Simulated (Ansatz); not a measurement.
# C3H6AlI: one species, many methods

How much do the methods differ for C3H6AlI? The plan is to run it at one geometry with functionals of several rungs and with coupled cluster, and see how far each lands from CCSD(T) at the basis-set limit for the atomisation energy.

Computed with Ansatz 0.2.0, Gaussian basis. Level: functionals in def2-TZVPP, the program's frozen cores in correlated methods.

Plan: PBE-D4, r2SCAN-D4, PBE0-D4, B3LYP-D4, ωB97X-V, ωB97M-V, B2PLYP; CCSD(T)/def2-TZVPP; MP2/def2-QZVPP; extrapolation to the limit.

### 1 The relaxed structure

The geometry comes from an earlier relaxation with PBE0-D4 in a triple-zeta def2 set; it is a stationary point, not always the lowest conformer. I takes the def2 core potential; no spin-orbit term is included.

SMILES `C=C(I)[CH2][AlH2]`, 11 atoms, charge 0, spin multiplicity 1.

Atoms are counted from 1 here; the program's logs count them from 0.

Bond lengths: C1–C2 1.322 Å, C1–H6 1.081 Å, C1–H7 1.086 Å, C2–I3 2.149 Å, C2–C4 1.470 Å, C4–Al5 2.006 Å, C4–H8 1.096 Å, C4–H9 1.093 Å, Al5–H10 1.588 Å, Al5–H11 1.587 Å. Angles: C2–C1–H6 123.7°, C2–C1–H7 118.3°, H6–C1–H7 118.0°, C1–C2–I3 118.3°, C1–C2–C4 132.6°, I3–C2–C4 108.7°, C2–C4–Al5 101.8°, C2–C4–H8 110.7°, C2–C4–H9 110.7°, Al5–C4–H8 105.9°, Al5–C4–H9 118.2°, H8–C4–H9 109.1°, C4–Al5–H10 119.0°, C4–Al5–H11 117.5°, H10–Al5–H11 122.2°.

Coordinates:

```xyz
11
charge 0, multiplicity 1
C    -1.7453    0.3452   -0.9171
C    -0.4538    0.2347   -0.6574
I     0.7043   -1.1485   -1.8249
C     0.3912    0.7599    0.4247
Al    1.3639   -0.8892    1.0243
H    -2.2482   -0.2024   -1.7012
H    -2.3379    1.0210   -0.3070
H     1.1580    1.4334    0.0258
H    -0.2129    1.2993    1.1592
H     2.9470   -0.8496    1.1393
H     0.4987   -2.0608    1.6549
```

### 2 PBE-D4 (GGA)

in.yaml reads:

```yaml
crystal:
  periodic: [false, false, false]
  atoms:
    - {symbol: C, position_ang: [-1.745294, 0.345209, -0.917075]}
    - {symbol: C, position_ang: [-0.453756, 0.234671, -0.657353]}
    - {symbol: I, position_ang: [0.704307, -1.148520, -1.824866]}
    - {symbol: C, position_ang: [0.391177, 0.759876, 0.424692]}
    - {symbol: Al, position_ang: [1.363926, -0.889216, 1.024316]}
    - {symbol: H, position_ang: [-2.248221, -0.202441, -1.701163]}
    - {symbol: H, position_ang: [-2.337853, 1.021024, -0.306989]}
    - {symbol: H, position_ang: [1.157980, 1.433445, 0.025759]}
    - {symbol: H, position_ang: [-0.212856, 1.299342, 1.159199]}
    - {symbol: H, position_ang: [2.947044, -0.849579, 1.139291]}
    - {symbol: H, position_ang: [0.498744, -2.060811, 1.654889]}
basis:
  gaussian: {orbitals: def2-TZVPP}
hamiltonian: {xc: pbe, dispersion: d4}
output: {forces: true, orbitals: {seedname: orbitals}}
```

Launch:

```bash
ansatz run in.yaml --threads 4 --pin off --events-out ev --progress --plain --max-ram 10444MiB
```

After this run come: r2SCAN-D4 (meta-GGA); PBE0-D4 (hybrid); B3LYP-D4 (hybrid); ωB97X-V (range-separated); ωB97M-V (range-separated); B2PLYP (double hybrid); CCSD(T) in def2-TZVPP; MP2 in def2-QZVPP.

Q: Predict the results of all the runs planned. Wanted: atomisation energy, CCSD(T)/CBS; farthest; mean size of error, hybrid; mean size of error, range-separated; gap, smallest and largest; T1 diagnostic; triples share of the correlation energy.

**Answer**, as computed:

| quantity | value |
| --- | --- |
| atomisation energy, CCSD(T)/CBS | 3864.0 kJ/mol |
| functionals within 38.6 kJ/mol (1.0 %) | r2SCAN-D4, PBE0-D4, B3LYP-D4, ωB97X-V, ωB97M-V |
| farthest | PBE-D4 (+75.3 kJ/mol) |
| mean size of error, hybrid | 15.2 kJ/mol |
| mean size of error, range-separated | 11.1 kJ/mol |
| gap, smallest and largest | 3.53 eV (PBE-D4), 9.79 eV (ωB97X-V) |
| T1 diagnostic | 0.0102 |
| triples share of the correlation energy | 3.6 % |

What this shows: PBE-D4 is off by +75.3 kJ/mol. Double hybrids carry the basis error of their MP2 part in triple zeta, and no dispersion term here, so their miss is partly the set-up's. The reference freezes the cores and leaves out spin-orbit coupling and excitations past (T), and its outer-core shells are covered unevenly, so misses under about 38.6 kJ/mol can't be ranked. All levels share the lack of spin-orbit coupling, which lowers the free heavy atoms and so the true binding. Hartree-Fock recovers 73 % of the binding; the rest is correlation. The gap grows from 3.5 to 9.8 eV across the functionals, mostly with the share of exact exchange. Correlated methods include outer-core shells of I, which these sets cover unevenly.
